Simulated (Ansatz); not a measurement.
CH₄SeTe, SMILES [SeH]C[TeH], a relaxed scan of one distance

With Ansatz's Python interface.

Contents of `ch4sete.xyz`:
```text
7

Se   -1.72900   -0.68650    0.65500
C    -0.09540    0.28410    0.36760
Te    1.24750   -0.99830   -0.67170
H    -1.94760   -0.69870   -0.87620
H    -0.26320    1.19440   -0.25280
H     0.33660    0.58620    1.35040
H     2.51230    0.25070   -0.61790
```

The cells in order, each with its output:

```python
import ansatz
import numpy as np
```

```python
BASIS_SET = "def2-SVP"
FUNCTIONAL = "pbe0"
```

```python
system = ansatz.Crystal.molecule_from_extxyz("ch4sete.xyz")
```

```python
job = system.calculation()
job = job.basis(gaussian=BASIS_SET).functional(FUNCTIONAL)
symbols = [site.symbol for site in system.cartesian_sites]
pairs = [(0, 1), (0, 3), (1, 2), (1, 4), (1, 5), (2, 6)]
print("held (A)   E (eV)        ", "  ".join(f"{symbols[i]}{i}-{symbols[j]}{j}" for i, j in pairs))
for length in [1.77, 1.92, 2.08, 2.31, 2.59]:
    r = job.relax(constraints=[ansatz.DistanceConstraint((0, 1), at=length)], force_tolerance=0.02, max_steps=60).run().report
    xyz = np.array(r["positions_ang"])
    print(f"{length:6.2f} {r['free_energy_ev']:14.5f}  ", "  ".join(f"{np.linalg.norm(xyz[i] - xyz[j]):.3f}" for i, j in pairs))
```

    held (A)   E (eV)         Se0-C1  Se0-H3  C1-Te2  C1-H4  C1-H5  Te2-H6
    DeckWarning: relax.constraints: the input's atoms, or those drawn, lie off the distances that are held; a relaxation that starts there is brought onto them ahead of its first SCF, by positions alone, an atom by 7.59e-2 Å at the most. With the symmetry [...]
      1.77   -73726.53335   1.770  1.473  2.201  1.098  1.099  1.670
      1.92   -73726.84491   1.920  1.472  2.171  1.096  1.098  1.671
      2.08   -73726.72427   2.080  1.472  2.152  1.095  1.097  1.672
      2.31   -73726.20573   2.310  1.472  2.134  1.095  1.095  1.674
      2.59   -73725.54703   2.590  1.471  2.081  1.093  1.094  1.665

Reading the output:
- Total energies depend on the basis set; only differences at equal settings carry meaning.
- Warnings are shown shortened and without file and line.
- The energies are electronic: no zero-point or thermal terms, and the basis set is short of its limit.
- def2 sets replace the cores of elements past krypton by effective core potentials.
- Run time: 4.1 min on 1 thread of Arm Neoverse V2 (shared host), peak memory 0.29 GiB.
